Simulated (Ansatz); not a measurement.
# HfN: the cost of one run

Computed with Ansatz 0.2.0 (DFT PBE, scalar-relativistic, plane waves, PAW, unless a step's input says otherwise).

**1. The starting structure**

It takes space group Fm-3m (No. 225, cubic). The conventional cell has a = 4.548 Å, b = 4.548 Å, c = 4.548 Å, α = 90.00°, β = 90.00°, γ = 90.00°. Around Hf (site symmetry m-3m) lie 6 N at 2.27 Å. Around N (site symmetry m-3m) lie 6 Hf at 2.27 Å.

Structure file:

```
CELL_PARAMETERS angstrom
0.00000 2.27390 2.27390
2.27390 0.00000 2.27390
2.27390 2.27390 0.00000
ATOMIC_POSITIONS crystal
Hf 0.00000 0.00000 0.00000
N 0.50000 0.50000 0.50000
```

It is the result of an earlier relaxation at this level (volume 11.76 Å³/atom; gap on the mesh: none (metal)).

**2. Relaxing to 0.001 eV/Å, with the smearing for a metal**

Response runs need a geometry at rest under their own mesh and occupations; hence this stricter relaxation.

The input, input.yaml:

```yaml
crystal:
  lattice:
    - [0.0, 2.2738954846, 2.2738954846]
    - [2.2738954846, 0.0, 2.2738954846]
    - [2.2738954846, 2.2738954846, 0.0]
  atoms:
    - { symbol: Hf, position: [0.0, 0.0, 0.0] }
    - { symbol: "N", position: [0.5, 0.5, 0.5] }
basis:
  ecutwfc: 420
kpoints:
  mp_grid: { grid: [16, 16, 16] }
hamiltonian:
  xc: pbe
scf:
  occupations: { method: fermi_dirac, width: 0.15 }
output:
  forces: true
  stress: true
  eigenvalues: true
relax:
  adjacent_minimum: "off"
  f_tol: 0.001
  max_steps: 60
  cell: { stress_tol: 0.01 }
```

The run is started by

```bash
ansatz run input.yaml --threads 1 --pin off --max-ram 2560MiB --backend cpu --events-out ev --progress --plain --runs-dir out
```

**Question.** How long does this run take on 1 thread of Intel Xeon Platinum 8488C (Sapphire Rapids), shared host, and how much memory does it need?

About 13 s, with a peak of 0.41 GiB.
